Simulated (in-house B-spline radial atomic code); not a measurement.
# Pb⁷⁺: ionisation energy by several methods

The task here is to estimate one member of a computed series from the others.

The numbers are computed with in-house B-spline radial atomic code version 1 (non-relativistic, several functionals, spin-polarised; spherical all-electron atom at the radial basis limit), except any that are marked as measured or tabulated.

### Starting point

```
element       : lead (Z = 82)
charge        : +7
electrons     : 75
configuration : [Xe] 4f14 5d7
nucleus       : point
```

Outer shells as boxes (Hund's rule):

[Xe] 4f14 5d7
```
[Xe] core
4f [↑↓][↑↓][↑↓][↑↓][↑↓][↑↓][↑↓]
5d [↑↓][↑↓][↑ ][↑ ][↑ ]
```

Where spins are not typed, each open shell is filled with up spins first.

The first run:

Settings, as recorded:

```ini
Z = 82
electrons = 75.0
configuration = [Xe] 4f14 5d7
hamiltonian = nr
method = lda,vwn
spin_polarised = True
```

Steps of the session up to this table: LDA (VWN5); PW91; TPSS; Hartree-Fock; LDA (PW92).

One of the session's tables, all rows but one given; the rest of the session is left out.

| method | ΔSCF (eV) |
| --- | --- |
| LDA (VWN5) | 122.95 |
| LDA (PW92) | 122.95 |
| PW91 | ? |
| TPSS | 122.41 |
| Hartree-Fock | 120.90 |

Estimate the missing values for PW91.

The run gave: ΔSCF (eV): 122.60. In the column «ΔSCF (eV)» it lies between TPSS (122.41) and LDA (VWN5) (122.95).

To keep in mind: These runs leave out relativity, which matters at this nuclear charge.
